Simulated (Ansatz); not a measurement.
Working through a convergence test of the plane-wave cutoff of LaAl2, space group Fd-3m

Computed with Ansatz 0.2.0, Python API.

Notebook, run cell by cell (the value of a cell's last expression is shown):

**Cell 1**
```python
from dataclasses import dataclass

import ansatz as az
from tabulate import tabulate


@dataclass
class Options:
    xc: str = "pbesol"
    smearing_width: float = 0.05
```

**Cell 2**
```python
cfg = Options()

structure = (
    az.Lattice.from_parameters(5.74802, 5.74802, 5.74802, alpha=60.0, beta=60.0, gamma=60.0)
    .atom("La", (0.0, 0.0, 0.0))
    .atom("La", (0.25, 0.25, 0.25))
    .atom("Al", (0.625, 0.625, 0.625))
    .atom("Al", (0.125, 0.625, 0.625))
    .atom("Al", (0.625, 0.125, 0.625))
    .atom("Al", (0.625, 0.625, 0.125))
)

[site.symbol for site in structure.resolved().sites]
```
Output:
```text
['La', 'La', 'Al', 'Al', 'Al', 'Al']
```

**Cell 3**
```python
calculation = (
    structure.calculation()
    .functional(cfg.xc)
    .kpoints(6)
    .occupations(az.OccupationsMethod.FERMI_DIRAC, width=cfg.smearing_width)
    .stress()
)
```

**Cell 4**
```python
rows = []
for value in [300, 400, 500, 600, 700, 800]:
    data = calculation.basis(value).run(threads=1, pin="off").report
    rows.append((value, data["free_energy_ev"] / len(data["lattice"]["sites"]), data["n_iterations"], sum(data["stress_gpa"][i][i] for i in range(3)) / 3, data["n_pw"]))

print(tabulate(rows, headers=["cutoff (eV)", "F/atom (eV)", "iterations", "P (GPa)", "plane waves"], floatfmt=".4f", tablefmt="github"))
```
Output:
```text
DeckWarning: basis.ecutwfc = 300 eV is below the records' recommended 420 eV, and the density's cutoff is lower with it unless basis.ecutrho_ratio is high enough to keep the records' density cutoff: compare with a run at a higher cutoff
DeckWarning: basis.ecutwfc = 400 eV is below the records' recommended 420 eV, and the density's cutoff is lower with it unless basis.ecutrho_ratio is high enough to keep the records' density cutoff: compare with a run at a higher cutoff
|   cutoff (eV) |   F/atom (eV) |   iterations |   P (GPa) |   plane waves |
|---------------|---------------|--------------|-----------|---------------|
|           300 |    -2403.9241 |            6 |   -1.5606 |          1591 |
|           400 |    -2403.9573 |            6 |   -1.7203 |          2421 |
|           500 |    -2403.9581 |            6 |   -1.7274 |          3479 |
|           600 |    -2403.9582 |            6 |   -1.7282 |          4477 |
|           700 |    -2403.9582 |            6 |   -1.7284 |          5673 |
|           800 |    -2403.9583 |            6 |   -1.7288 |          6855 |
```

**Cell 5**
```python
for row in rows[:-1]:
    shift = 1000 * (row[1] - rows[-1][1])
    print(f"{row[0]}: {shift:+.2f} meV/atom" + ("  (within 1 meV)" if abs(shift) < 1 else ""))
```
Output:
```text
300: +34.17 meV/atom
400: +0.92 meV/atom  (within 1 meV)
500: +0.12 meV/atom  (within 1 meV)
600: +0.06 meV/atom  (within 1 meV)
700: +0.04 meV/atom  (within 1 meV)
```

From 400 eV on it stays within 1 meV an atom of the value at 800 eV; the first row (300 eV) is off by 34.2 meV and the last but one by 0.04 meV. The energy falls steadily, as expected when plane waves are added. The pressure moves from -1.56 to -1.73 GPa (the program's stress holds a Pulay correction, so it settles early). The last run costs about 3.8 times the first.

Caveats:
- For a metal this k-point mesh is coarse: on a finer one energies can move by several to tens of meV an atom and pressures by half a GPa or more, differences at one mesh by less.
- Pressure is positive in compression.
- The structure comes from a database of computed cells and needn't be a stable or known phase.
- Warnings are shown shortened and without file and line.
- Shifts are counted from the last row, which is itself no proven limit.
- Run time: 62 s on 1 thread of Arm Neoverse N1, on a shared host, peak memory 0.58 GiB.
